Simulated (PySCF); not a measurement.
# HoH₁₀O₅ (+3): ligand-field states

What do calculations give for the ligand-field states of HoH₁₀O₅ (+3)?

Programs: PySCF 2.14.0, with routines of our own; each step states its level. All values are computed. Atoms count from 0.

## Step 1: The starting structure

16 atoms, charge 3, states of the metal's open shell are computed; geometry from: model geometry, bond lengths from ionic radii.

## Step 2: Ligand-field states: state-averaged CASSCF

What the job is given:

```
{"job": {"kind": "lf", "basis": {"metal": "x2c-TZVPall", "ligand": "x2c-SVPall"}, "nevpt": false}, "charge": 3, "metal": "Ho", "open_shell": "f10"}
Ho     0.000000     0.000000     0.000000
O      0.000000     0.000000     2.241000
H      0.775000     0.000000     2.816000
H     -0.775000     0.000000     2.816000
O      0.000000     0.000000    -2.241000
H      0.775000     0.000000    -2.816000
H     -0.775000     0.000000    -2.816000
O      2.241000     0.000000     0.000000
H      2.816000     0.775000     0.000000
H      2.816000    -0.775000     0.000000
O     -1.120500     1.940763     0.000000
H     -2.079170     2.051228     0.000000
H     -0.736830     2.826228     0.000000
O     -1.120500    -1.940763     0.000000
H     -0.736830    -2.826228     0.000000
H     -2.079170    -2.051228     0.000000
```

Method: state-averaged CASSCF of the metal f shell, state-interaction spin-orbit coupling.

Started as:

```
$ OMP_NUM_THREADS=1 python lf_run.py task.json out
```

This one command runs all jobs of the session in turn.

What it wrote:

```text
basis functions 224, electrons 114, active (10e, 7o)
stage 1: DIIS on the effective Fock matrix, level shift 0.30
cycle   1  E = -12990.6467572435  dE = -1.299e+04  max|g| = 2.123e+00
cycle   2  E = -12991.0715695270  dE = -4.248e-01  max|g| = 5.186e-01
cycle   3  E = -12991.2885179009  dE = -2.169e-01  max|g| = 5.888e-01
cycle   4  E = -12991.2975934826  dE = -9.076e-03  max|g| = 2.064e-01
cycle   5  E = -12991.4756752174  dE = -1.781e-01  max|g| = 1.362e-01
cycle   6  E = -12991.4832443310  dE = -7.569e-03  max|g| = 5.769e-02
cycle   7  E = -12991.4559144734  dE =  2.733e-02  max|g| = 1.587e-01
cycle   8  E = -12991.3780291746  dE =  7.789e-02  max|g| = 2.378e-01
cycle   9  E = -12991.1934209498  dE =  1.846e-01  max|g| = 4.069e-01
cycle  10  E = -12990.9471078282  dE =  2.463e-01  max|g| = 5.514e-01
cycle  11  E = -12990.3566998917  dE =  5.904e-01  max|g| = 7.632e-01
cycle  12  E = -12989.5932360920  dE =  7.635e-01  max|g| = 1.075e+00
cycle  13  E = -12988.9062538779  dE =  6.870e-01  max|g| = 1.367e+00
cycle  14  E = -12988.1252014925  dE =  7.811e-01  max|g| = 1.622e+00
cycle  15  E = -12987.3708987098  dE =  7.543e-01  max|g| = 1.838e+00
stage 2: quasi-Newton rotations from the point of smallest gradient
cycle  17  E = -12991.4986073641  dE = -1.536e-02  max|g| = 6.985e-02
cycle  18  E = -12991.4996039047  dE = -9.965e-04  max|g| = 4.153e-02
cycle  19  E = -12991.5001962984  dE = -5.924e-04  max|g| = 1.528e-03
cycle  20  E = -12991.5002001525  dE = -3.854e-06  max|g| = 8.216e-04
cycle  21  E = -12991.5002010101  dE = -8.576e-07  max|g| = 1.137e-04
cycle  22  E = -12991.5002010388  dE = -2.870e-08  max|g| = 2.022e-05
cycle  23  E = -12991.5002010405  dE = -1.684e-09  max|g| = 8.461e-06
converged average energy = -12991.5002010405

 mult deg   label        CASSCF/cm-1   NEVPT2/cm-1
   5   1   5A1                 0.0
   5   1   5B2                10.5
   5   1   5A2               212.0
   5   1   5A1               294.6
   5   1   5B2               305.7
   5   1   5B1               404.0
   5   1   5A2               467.3
   5   1   5B1               499.4
   5   1   5A1               540.6
   5   1   5B2               563.8
   5   1   5A1               614.7
   5   1   5B1               626.8
   5   1   5A2               659.3
   5   1   5B2             17719.2
   5   1   5B1             17908.1
   5   1   5A2             18060.3
   5   1   5A1             18096.1
   5   1   5A1             18176.6
   5   1   5B2             18186.7
   5   1   5A2             18204.9
   5   1   5B1             18379.1
   3   1   3B2             21445.6
   3   1   3B1             21445.8
   3   1   3A2             21456.0
   3   1   3B2             21458.8
   3   1   3A1             21461.4
   3   1   3B1             21466.7
   3   1   3A2             21481.4
   3   1   3A1             21493.1
   3   2   3K              21495.6
   3   1   3B2             21502.4
   3   1   3B1             21517.7
   3   1   3A2             21519.5
   3   1   3B2             21539.0
   3   1   3A1             21540.9
   3   1   3B1             27051.0
   3   1   3A2             27051.8
   3   1   3A1             27323.8
   3   1   3B2             27353.3
   3   1   3B1             27393.3
   3   1   3A2             27402.9
   3   1   3B2             27406.6
   3   1   3A1             27459.9
   3   1   3A2             27474.8
   3   1   3B1             27484.3
   3   1   3B2             27491.2
   5   1   5A1             27971.5
   5   1   5B2             27987.8
   5   1   5A2             28023.6
   5   1   5B1             28176.0
   5   1   5B1             28278.9
   5   1   5A2             28354.8
   5   1   5B2             28415.5
   5   1   5A1             28426.3
   5   1   5A1             28512.9
   3   1   3B2             29430.8
   3   1   3A1             29491.8
   3   1   3A2             29504.2
   3   1   3A1             29532.9
   3   1   3B1             29585.1

spin-orbit levels / cm-1
      0.00  x1  5B2 0.47 5A1 0.46 3K 0.05
      0.24  x1  5B2 0.47 5A1 0.46 3K 0.05
    278.10  x1  5A2 0.30 5B2 0.27 5A1 0.16
    287.70  x1  5B2 0.32 5A2 0.30 5B1 0.07
    296.94  x1  5A2 0.25 5A1 0.25 5B1 0.15
    301.23  x1  5B1 0.23 5A2 0.13 5A1 0.11
    343.70  x1  5A2 0.16 5B1 0.12 5A2 0.11
    375.10  x1  5A2 0.27 5B1 0.14 5A1 0.09
    383.27  x1  5A2 0.21 5A1 0.18 5B1 0.15
    407.45  x1  5B1 0.23 5A2 0.14 5A2 0.12
    438.79  x1  5B2 0.15 5A2 0.12 5B2 0.11
    445.88  x1  5B1 0.29 5A1 0.26 5B1 0.07
    454.38  x1  5A1 0.31 5B1 0.23 5B1 0.10
    479.08  x1  5B2 0.30 5B1 0.17 5B1 0.12
    488.06  x1  5B2 0.25 5B1 0.17 5A1 0.14
    541.49  x1  5A1 0.34 5A2 0.28 5B2 0.10
    549.84  x1  5A1 0.30 5A2 0.28 5B2 0.13
   5142.66  x1  5B2 0.35 5A1 0.31 5B1 0.09
   5142.72  x1  5A1 0.34 5B2 0.32 5B1 0.10
   5295.49  x1  5B2 0.37 5B2 0.13 5A2 0.10
   5296.25  x1  5A1 0.36 5B2 0.12 5B1 0.11
   5368.72  x1  5B1 0.21 5A2 0.20 5B1 0.16
   5378.12  x1  5A2 0.27 5A2 0.23 5A2 0.15
   5387.89  x1  5A1 0.19 5A1 0.19 5A1 0.14
   5397.52  x1  5A1 0.28 5B1 0.15 5B1 0.12
   5397.68  x1  5A1 0.30 5B1 0.18 5A2 0.11
   5413.73  x1  5B1 0.21 5B1 0.20 5B1 0.17
   5414.00  x1  5B2 0.37 5B2 0.25 5A1 0.12
   5448.12  x1  5A2 0.20 5A2 0.16 5A2 0.15
   5448.44  x1  5A1 0.27 5A1 0.20 5B2 0.11
```

Run time: 29 s. Hardware: 1 thread of AMD EPYC 9R14, shared host; peak memory 0.67 GiB.

Warnings kept with the result: spin Hamiltonian not valid, low-lying orbital states.

Key values:

```
             quantity      value
spin-orbit constant ζ  2155 cm⁻¹
```

Powder susceptibility:

```
T (K)  χT (cm³ K/mol)  μ(eff)
    2          12.202    9.88
    5          12.247    9.90
   10          12.285    9.91
   20          12.353    9.94
   30          12.420    9.97
   50          12.555   10.02
   75          12.721   10.09
  100          12.885   10.15
  150          13.194   10.27
  200          13.425   10.36
  250          13.574   10.42
  300          13.667   10.45
```

## Step 3: Ligand-field states: state-averaged CASSCF (soc bare)

Settings changed since step 2:

```diff
@@ -1,2 +1,2 @@
-{"job": {"kind": "lf", "basis": {"metal": "x2c-TZVPall", "ligand": "x2c-SVPall"}, "nevpt": false}, "charge": 3, "metal": "Ho", "open_shell": "f10"}
+{"job": {"kind": "lf", "basis": {"metal": "x2c-TZVPall", "ligand": "x2c-SVPall"}, "nevpt": false, "soc": "bare"}, "charge": 3, "metal": "Ho", "open_shell": "f10"}
 Ho     0.000000     0.000000     0.000000
```

Method: state-averaged CASSCF of the metal f shell, state-interaction spin-orbit coupling.

What it wrote:

```text
basis functions 224, electrons 114, active (10e, 7o)
stage 1: DIIS on the effective Fock matrix, level shift 0.30
cycle   1  E = -12990.6467572435  dE = -1.299e+04  max|g| = 2.123e+00
cycle   2  E = -12991.0715695270  dE = -4.248e-01  max|g| = 5.186e-01
cycle   3  E = -12991.2885179009  dE = -2.169e-01  max|g| = 5.888e-01
cycle   4  E = -12991.2975934826  dE = -9.076e-03  max|g| = 2.064e-01
cycle   5  E = -12991.4756752174  dE = -1.781e-01  max|g| = 1.362e-01
cycle   6  E = -12991.4832443310  dE = -7.569e-03  max|g| = 5.769e-02
cycle   7  E = -12991.4559144734  dE =  2.733e-02  max|g| = 1.587e-01
cycle   8  E = -12991.3780291747  dE =  7.789e-02  max|g| = 2.378e-01
cycle   9  E = -12991.1934209498  dE =  1.846e-01  max|g| = 4.069e-01
cycle  10  E = -12990.9471078282  dE =  2.463e-01  max|g| = 5.514e-01
cycle  11  E = -12990.3566998916  dE =  5.904e-01  max|g| = 7.632e-01
cycle  12  E = -12989.5932360919  dE =  7.635e-01  max|g| = 1.075e+00
cycle  13  E = -12988.9062538778  dE =  6.870e-01  max|g| = 1.367e+00
cycle  14  E = -12988.1252014924  dE =  7.811e-01  max|g| = 1.622e+00
cycle  15  E = -12987.3708987098  dE =  7.543e-01  max|g| = 1.838e+00
stage 2: quasi-Newton rotations from the point of smallest gradient
cycle  17  E = -12991.4986073641  dE = -1.536e-02  max|g| = 6.985e-02
cycle  18  E = -12991.4996039047  dE = -9.965e-04  max|g| = 4.153e-02
cycle  19  E = -12991.5001962984  dE = -5.924e-04  max|g| = 1.528e-03
cycle  20  E = -12991.5002001525  dE = -3.854e-06  max|g| = 8.216e-04
cycle  21  E = -12991.5002010101  dE = -8.576e-07  max|g| = 1.137e-04
cycle  22  E = -12991.5002010388  dE = -2.870e-08  max|g| = 2.022e-05
cycle  23  E = -12991.5002010405  dE = -1.675e-09  max|g| = 8.461e-06
converged average energy = -12991.5002010405

 mult deg   label        CASSCF/cm-1   NEVPT2/cm-1
   5   1   5A1                 0.0
   5   1   5B2                10.5
   5   1   5A2               212.0
   5   1   5A1               294.6
   5   1   5B2               305.7
   5   1   5B1               404.0
   5   1   5A2               467.3
   5   1   5B1               499.4
   5   1   5A1               540.6
   5   1   5B2               563.8
   5   1   5A1               614.7
   5   1   5B1               626.8
   5   1   5A2               659.3
   5   1   5B2             17719.2
   5   1   5B1             17908.1
   5   1   5A2             18060.3
   5   1   5A1             18096.1
   5   1   5A1             18176.6
   5   1   5B2             18186.7
   5   1   5A2             18204.9
   5   1   5B1             18379.1
   3   1   3B2             21445.6
   3   1   3B1             21445.8
   3   1   3A2             21456.0
   3   1   3B2             21458.8
   3   1   3A1             21461.4
   3   1   3B1             21466.7
   3   1   3A2             21481.4
   3   1   3A1             21493.1
   3   2   3K              21495.6
   3   1   3B2             21502.4
   3   1   3B1             21517.7
   3   1   3A2             21519.5
   3   1   3B2             21539.0
   3   1   3A1             21540.9
   3   1   3B1             27051.0
   3   1   3A2             27051.8
   3   1   3A1             27323.8
   3   1   3B2             27353.3
   3   1   3B1             27393.3
   3   1   3A2             27402.9
   3   1   3B2             27406.6
   3   1   3A1             27459.9
   3   1   3A2             27474.8
   3   1   3B1             27484.3
   3   1   3B2             27491.2
   5   1   5A1             27971.5
   5   1   5B2             27987.8
   5   1   5A2             28023.6
   5   1   5B1             28176.0
   5   1   5B1             28278.9
   5   1   5A2             28354.8
   5   1   5B2             28415.5
   5   1   5A1             28426.3
   5   1   5A1             28512.9
   3   1   3B2             29430.8
   3   1   3A1             29491.8
   3   1   3A2             29504.2
   3   1   3A1             29532.9
   3   1   3B1             29585.1

spin-orbit levels / cm-1
      0.00  x1  5B2 0.42 5A1 0.42 3K 0.13
      0.23  x1  5B2 0.42 5A1 0.42 3K 0.13
    248.86  x1  5A2 0.26 5B2 0.25 5A1 0.15
    257.64  x1  5B2 0.28 5A2 0.26 5B1 0.06
    265.87  x1  5A1 0.22 5A2 0.22 5B1 0.14
    271.13  x1  5B1 0.22 5A2 0.12 5A1 0.09
    309.85  x1  5A2 0.15 5B1 0.12 5A2 0.11
    337.18  x1  5A2 0.24 5B1 0.15 5A2 0.08
    341.41  x1  5A2 0.19 5A1 0.16 5B1 0.14
    366.79  x1  5B1 0.22 5A2 0.13 5A2 0.11
    392.73  x1  5B2 0.13 5A2 0.11 5B2 0.10
    396.35  x1  5B1 0.27 5A1 0.23 5B1 0.06
    403.81  x1  5A1 0.28 5B1 0.21 5B1 0.09
    425.00  x1  5B2 0.27 5B1 0.15 5B1 0.11
    432.82  x1  5B2 0.23 5B1 0.16 5A1 0.12
    479.31  x1  5A1 0.30 5A2 0.26 5B2 0.09
    486.54  x1  5A1 0.27 5A2 0.25 5B2 0.12
  10453.24  x1  5B2 0.35 5A1 0.31 5B1 0.08
  10453.31  x1  5A1 0.34 5B2 0.32 5B1 0.09
  10606.54  x1  5B2 0.33 5B2 0.13 5A2 0.10
  10607.52  x1  5A1 0.32 5B1 0.11 5B2 0.11
  10671.72  x1  5B1 0.20 5A2 0.19 5B1 0.16
  10680.16  x1  5A2 0.26 5A2 0.22 5B1 0.15
  10689.20  x1  5A1 0.19 5A1 0.18 5A1 0.14
  10694.84  x1  5A1 0.26 5B1 0.15 5B2 0.12
  10695.07  x1  5A1 0.29 5B1 0.17 5A2 0.11
  10713.15  x1  5B1 0.22 5B1 0.19 5B2 0.16
  10713.50  x1  5B2 0.35 5B2 0.25 5B1 0.11
  10742.37  x1  5A2 0.19 5A2 0.16 5A2 0.14
  10742.77  x1  5A1 0.26 5A1 0.20 5B2 0.10
```

Run time: 20 s. Hardware: 1 thread of AMD EPYC 9R14, shared host; peak memory 0.7 GiB.

Warnings kept with the result: spin Hamiltonian not valid, low-lying orbital states.

From this job:

```
             quantity      value
spin-orbit constant ζ  4063 cm⁻¹
```

Powder susceptibility:

```
T (K)  χT (cm³ K/mol)  μ(eff)
    2          11.969    9.78
   20          12.125    9.85
  100          12.692   10.07
  300          13.428   10.36
```

## Step 4: Ligand-field states (HoH10O5 (+5)): state-averaged CASSCF (charge 5)

Settings changed since step 3:

```diff
@@ -1,2 +1,2 @@
-{"job": {"kind": "lf", "basis": {"metal": "x2c-TZVPall", "ligand": "x2c-SVPall"}, "nevpt": false, "soc": "bare"}, "charge": 3, "metal": "Ho", "open_shell": "f10"}
+{"job": {"kind": "lf", "basis": {"metal": "x2c-TZVPall", "ligand": "x2c-SVPall"}, "nevpt": false, "max_cycle": 74}, "charge": 5, "metal": "Ho", "open_shell": "f10"}
 Ho     0.000000     0.000000     0.000000
```

With the program's defaults for keys left out, this is: state-averaged CASSCF of the metal f shell, state-interaction spin-orbit coupling.

What it wrote:

```text
basis functions 224, electrons 112, active (10e, 7o)
stage 1: DIIS on the effective Fock matrix, level shift 0.30
cycle   1  E = -12986.1259120797  dE = -1.299e+04  max|g| = 4.339e+00
cycle   2  E = -12986.5414824825  dE = -4.156e-01  max|g| = 2.997e+00
cycle   3  E = -12987.3871961857  dE = -8.457e-01  max|g| = 2.751e+00
cycle   4  E = -12989.1073029798  dE = -1.720e+00  max|g| = 3.567e-01
cycle   5  E = -12989.0031448273  dE =  1.042e-01  max|g| = 3.343e-01
cycle   6  E = -12989.1268546979  dE = -1.237e-01  max|g| = 2.042e-01
cycle   7  E = -12988.5778704026  dE =  5.490e-01  max|g| = 5.855e-01
cycle   8  E = -12987.6927841542  dE =  8.851e-01  max|g| = 8.845e-01
cycle   9  E = -12986.8148917211  dE =  8.779e-01  max|g| = 1.172e+00
cycle  10  E = -12986.3897472835  dE =  4.251e-01  max|g| = 1.455e+00
cycle  11  E = -12986.1509918858  dE =  2.388e-01  max|g| = 1.544e+00
cycle  12  E = -12986.0196975635  dE =  1.313e-01  max|g| = 1.585e+00
cycle  13  E = -12985.9446572092  dE =  7.504e-02  max|g| = 1.618e+00
cycle  14  E = -12985.8570235663  dE =  8.763e-02  max|g| = 1.648e+00
cycle  15  E = -12986.1460130995  dE = -2.890e-01  max|g| = 1.525e+00
stage 2: quasi-Newton rotations from the point of smallest gradient
cycle  17  E = -12989.2156160136  dE = -8.876e-02  max|g| = 4.896e-02
cycle  18  E = -12989.2164556931  dE = -8.397e-04  max|g| = 8.414e-02
cycle  19  E = -12989.2193259518  dE = -2.870e-03  max|g| = 1.274e-02
cycle  20  E = -12989.2194073465  dE = -8.139e-05  max|g| = 2.891e-03
cycle  21  E = -12989.2194297225  dE = -2.238e-05  max|g| = 1.367e-03
cycle  22  E = -12989.2194385246  dE = -8.802e-06  max|g| = 8.244e-04
cycle  23  E = -12989.2194389573  dE = -4.326e-07  max|g| = 9.108e-04
cycle  24  E = -12989.2194394208  dE = -4.636e-07  max|g| = 1.407e-04
cycle  25  E = -12989.2194394445  dE = -2.368e-08  max|g| = 5.473e-05
cycle  26  E = -12989.2194394480  dE = -3.443e-09  max|g| = 1.308e-05
cycle  27  E = -12989.2194394484  dE = -4.366e-10  max|g| = 4.560e-06
converged average energy = -12989.2194394484

 mult deg   label        CASSCF/cm-1   NEVPT2/cm-1
   5   2   5I                  0.5
   5   1   5A2                85.8
   5   1   5A1               122.1
   5   1   5B2               194.0
   5   1   5A2               235.6
   5   1   5B1               268.8
   5   1   5A1               363.4
   5   1   5B1               400.3
   5   1   5B2               410.9
   5   1   5B1               494.5
   5   1   5A1               505.7
   5   1   5A2               545.1
   5   1   5B2             17730.6
   5   1   5A2             17911.0
   5   1   5B1             17935.5
   5   1   5A1             17979.0
   5   1   5A2             17984.8
   5   1   5B2             18057.7
   5   1   5A1             18108.8
   5   1   5B1             18127.6
   3   1   3B1             21338.1
   3   3   3K              21339.6
   3   1   3B1             21347.0
   3   1   3A2             21348.3
   3   1   3B2             21353.0
   3   1   3B1             21359.5
   3   1   3A2             21372.6
   3   1   3A1             21377.6
   3   1   3B2             21382.5
   3   1   3A2             21394.8
   3   1   3B1             21399.4
   3   1   3B2             21406.8
   3   1   3A1             21407.2
   3   1   3B1             27052.4
   3   1   3A2             27056.9
   3   1   3B2             27210.9
   3   1   3B1             27218.1
   3   1   3A1             27253.4
   3   1   3A2             27262.0
   3   1   3B2             27285.9
   3   1   3B1             27297.7
   3   1   3A1             27318.4
   3   1   3B2             27322.3
   3   1   3A2             27361.5
   5   1   5B2             27835.0
   5   1   5A2             27835.7
   5   1   5A1             27897.2
   5   1   5B1             27993.9
   5   1   5B1             28169.3
   5   1   5A2             28255.0
   5   1   5B2             28274.0
   5   1   5A1             28289.0
   5   1   5A1             28397.4
   3   1   3B2             29346.1
   3   1   3A1             29380.3
   3   1   3A2             29396.7
   3   1   3B1             29451.7
   3   1   3A1             29452.3
   3   1   3B2             29485.8
   3   1   3A2             29496.0

spin-orbit levels / cm-1
      0.00  x1  5I 0.88
      2.18  x1  5I 0.89 5B2 0.04
    123.02  x1  5A1 0.34 5A2 0.31 5A2 0.10
    132.52  x1  5A1 0.37 5A2 0.30 5A2 0.10
    177.78  x1  5B2 0.29 5A2 0.20 5A2 0.15
    199.76  x1  5A2 0.27 5B2 0.21 5A1 0.14
    205.25  x1  5B1 0.28 5A1 0.12 5I 0.12
    235.26  x1  5B1 0.24 5A1 0.23 5A2 0.18
    278.18  x1  5B2 0.25 5B1 0.23 5A1 0.11
    287.32  x1  5B2 0.29 5B1 0.20 5A1 0.10
    295.49  x1  5I 0.23 5B1 0.22 5A2 0.21
    340.68  x1  5A2 0.26 5B1 0.19 5B1 0.13
    359.52  x1  5A1 0.20 5A2 0.18 5B2 0.16
    360.86  x1  5B1 0.25 5A1 0.25 5A1 0.11
    369.77  x1  5A1 0.25 5B1 0.21 5B1 0.16
    384.60  x1  5A2 0.23 5A1 0.17 5B1 0.15
    403.77  x1  5A2 0.20 5B2 0.19 5A1 0.17
   5120.40  x1  5I 0.63 5B1 0.12 5A2 0.09
   5120.42  x1  5I 0.63 5B1 0.11 5A2 0.09
   5224.34  x1  5A1 0.26 5A2 0.12 5I 0.12
   5229.15  x1  5A1 0.18 5A2 0.16 5A2 0.15
   5241.52  x1  5I 0.34 5B2 0.15 5B1 0.11
   5247.64  x1  5I 0.24 5B2 0.17 5A1 0.14
   5269.78  x1  5A2 0.21 5A1 0.18 5B2 0.13
   5270.84  x1  5A1 0.27 5A1 0.13 5B1 0.12
   5274.44  x1  5B1 0.31 5B1 0.18 5B2 0.13
   5277.93  x1  5B1 0.22 5B2 0.21 5B2 0.17
   5286.20  x1  5A2 0.30 5A2 0.23 5A1 0.15
   5289.18  x1  5A1 0.29 5A1 0.29 5B2 0.14
   5296.95  x1  5B1 0.27 5B1 0.25 5A2 0.14
```

Run time: 27 s. Hardware: 1 thread of AMD EPYC 9R14, shared host; peak memory 0.68 GiB.

A normal end doesn't make this result sound: the charge was changed to 5, at the geometry of the original.

## Step 5: Ligand field across the series

From the CASSCF states (cm⁻¹; the spread is that of the fitted one-electron ligand-field levels):

```
step   setting  ground state  next state  orbital spread     ζ  μ(eff), 300 K
   2  as given           5A1   5B2 at 10            1288  2155          10.45
   3  soc bare           5A1   5B2 at 10            1288  4063          10.36
```

## Step 6: Summary of results

```
                                                         quantity                               value
            spin-orbit constant ζ (step 2, state-averaged CASSCF)                           2155 cm⁻¹
ground multiplicity, μ(eff) at 300 K (step 2, 5 donors at 2.24 Å)                         5, 10.45 μB
ground multiplicity, μ(eff) at 300 K (step 3, 5 donors at 2.24 Å)                         5, 10.36 μB
                                                             runs  0 failed, 1 ended on unsound input
```

In words: In step 2, χT goes from 12.20 at 2 K to 13.67 cm³ K/mol at 300 K, as higher levels fill or mix in. The bare spin-orbit operator lacks the screening by other electrons, so its ζ comes out too large.
